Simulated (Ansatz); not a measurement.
# CH₇GeSi radical: basis-set convergence

The task here is to estimate one member of a computed series from the others.

The runs use Ansatz 0.2.0, Gaussian basis; one geometry, several basis sets.

The runs, in order: PBE0-D4/def2-SVP; ωB97M-V/def2-SVP; PBE0-D4/def2-QZVPP; ωB97M-V/def2-QZVPP; the functionals' def2-TZVPP values are taken from earlier runs.

## The relaxed structure

An earlier PBE0-D4 in a triple-zeta def2 set relaxation fixed the geometry.

SMILES `[SiH2][CH2][GeH3]`, 10 atoms, charge 0, spin multiplicity 2.

Atoms are counted from 1 here; the program's logs count them from 0.

Bond lengths: Si1–C2 1.868 Å, Si1–H4 1.491 Å, Si1–H5 1.491 Å, C2–Ge3 1.967 Å, C2–H6 1.093 Å, C2–H7 1.093 Å, Ge3–H8 1.541 Å, Ge3–H9 1.538 Å, Ge3–H10 1.538 Å. Angles: C2–Si1–H4 111.1°, C2–Si1–H5 111.1°, H4–Si1–H5 109.3°, Si1–C2–Ge3 112.7°, Si1–C2–H6 110.1°, Si1–C2–H7 110.1°, Ge3–C2–H6 108.1°, Ge3–C2–H7 108.1°, H6–C2–H7 107.6°, C2–Ge3–H8 110.3°, C2–Ge3–H9 109.6°, C2–Ge3–H10 109.6°, H8–Ge3–H9 109.1°, H8–Ge3–H10 109.1°, H9–Ge3–H10 109.1°.

The first run:

in.yaml reads:

```yaml
crystal:
  periodic: [false, false, false]
  atoms:
    - {symbol: Si, position_ang: [-1.086050, 0.355669, -1.473063]}
    - {symbol: C, position_ang: [0.322452, -0.569985, -0.667159]}
    - {symbol: Ge, position_ang: [0.609944, -0.037512, 1.204196]}
    - {symbol: H, position_ang: [-2.372171, 0.099281, -0.763393]}
    - {symbol: H, position_ang: [-0.819702, 1.822617, -1.496677]}
    - {symbol: H, position_ang: [0.125528, -1.644940, -0.687791]}
    - {symbol: H, position_ang: [1.250475, -0.393329, -1.216976]}
    - {symbol: H, position_ang: [1.784172, -0.829846, 1.811511]}
    - {symbol: H, position_ang: [-0.661619, -0.318068, 2.021910]}
    - {symbol: H, position_ang: [0.930271, 1.464915, 1.270343]}
basis:
  gaussian: {orbitals: def2-SVP}
magnetization: {spin_polarized: true, initial_magnetization: 1}
hamiltonian: {xc: pbe0, dispersion: d4}
output: {orbitals: {seedname: orbitals}}
```

Launch:

```sh
ansatz run in.yaml --threads 2 --pin off --events-out ev --progress --plain --max-ram 22528MiB --backend cpu
```

Among the steps run: PBE0-D4 in def2-SVP; ωB97M-V in def2-SVP; PBE0-D4 in def2-QZVPP; ωB97M-V in def2-QZVPP.

One table of the session follows, with a row left open; its other results are not shown here.

It belongs to the step «Density functionals: the series». 

| functional | basis | HOMO (eV) | LUMO (eV) |
| --- | --- | --- | --- |
| PBE0-D4 | def2-SVP | -5.83 | -2.17 |
| PBE0-D4 | def2-TZVPP | -5.85 | -2.23 |
| PBE0-D4 | def2-QZVPP | -5.86 | -2.25 |
| ωB97M-V | def2-SVP | -7.52 | -0.52 |
| ωB97M-V | def2-TZVPP | -7.57 | -0.65 |
| ωB97M-V | def2-QZVPP | ? | ? |

Q: Estimate the row for ωB97M-V, def2-QZVPP from the others.

**Answer.** HOMO (eV): -7.58; LUMO (eV): -0.72. In the column «HOMO (eV)» it is the lowest.
